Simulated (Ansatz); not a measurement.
# FH2NOSW: small, medium and large basis sets

The task here is to estimate one member of a computed series from the others.

The runs use Ansatz 0.2.0, Gaussian basis; one geometry, several basis sets.

Levels to be run: PBE0-D4/def2-SVP; ωB97M-V/def2-SVP; PBE0-D4/def2-QZVPP; ωB97M-V/def2-QZVPP; the functionals' def2-TZVPP values are taken from earlier runs.

## The relaxed structure

All runs share one geometry, relaxed beforehand with PBE0-D4 in a triple-zeta def2 set. W takes the def2 core potential; no spin-orbit term is included.

SMILES `[NH2][W](=[O])([F])=[S]`, 7 atoms, charge 0, spin multiplicity 1.

Atoms are counted from 1 here; the program's logs count them from 0.

Bond lengths: N1–W2 1.920 Å, N1–H6 1.010 Å, N1–H7 1.009 Å, W2–O3 1.695 Å, W2–F4 1.860 Å, W2–S5 2.133 Å. Angles: W2–N1–H6 122.5°, W2–N1–H7 124.3°, H6–N1–H7 111.8°, N1–W2–O3 106.8°, N1–W2–F4 110.8°, N1–W2–S5 108.1°, O3–W2–F4 109.8°, O3–W2–S5 110.9°, F4–W2–S5 110.4°.

The first run:

in.yaml

```yaml
crystal:
  periodic: [false, false, false]
  atoms:
    - {symbol: N, position_ang: [-0.508169, 0.942671, -0.520730]}
    - {symbol: W, position_ang: [0.319662, -0.628324, 0.209779]}
    - {symbol: O, position_ang: [-0.886294, -1.815271, 0.311740]}
    - {symbol: F, position_ang: [1.696131, -1.223333, -0.890918]}
    - {symbol: S, position_ang: [1.073182, -0.141661, 2.145331]}
    - {symbol: H, position_ang: [-1.381622, 0.910601, -1.026849]}
    - {symbol: H, position_ang: [-0.251789, 1.887317, -0.274052]}
basis:
  gaussian: {orbitals: def2-SVP}
hamiltonian: {xc: pbe0, dispersion: d4}
output: {orbitals: {seedname: orbitals}}
```

Started as:

```
ansatz run in.yaml --threads 2 --pin off --events-out ev --progress --plain --max-ram 31744MiB --backend cpu
```

Steps of the session up to this table: PBE0-D4 in def2-SVP; ωB97M-V in def2-SVP; PBE0-D4 in def2-QZVPP; ωB97M-V in def2-QZVPP.

One table of the session follows, with a row left open; its other results are not shown here.

It belongs to the step «Density functionals: the series». 

| functional | basis | HOMO (eV) | LUMO (eV) |
| --- | --- | --- | --- |
| PBE0-D4 | def2-SVP | -7.75 | -2.40 |
| PBE0-D4 | def2-TZVPP | -7.76 | -2.41 |
| PBE0-D4 | def2-QZVPP | ? | ? |
| ωB97M-V | def2-SVP | -9.83 | -0.28 |
| ωB97M-V | def2-TZVPP | -9.87 | -0.34 |
| ωB97M-V | def2-QZVPP | -9.90 | -0.41 |

Q: Estimate the row for PBE0-D4, def2-QZVPP from the others.

As computed: HOMO (eV): -7.78; LUMO (eV): -2.45. In the column «HOMO (eV)» it lies between ωB97M-V, def2-SVP (-9.83) and PBE0-D4, def2-TZVPP (-7.76).
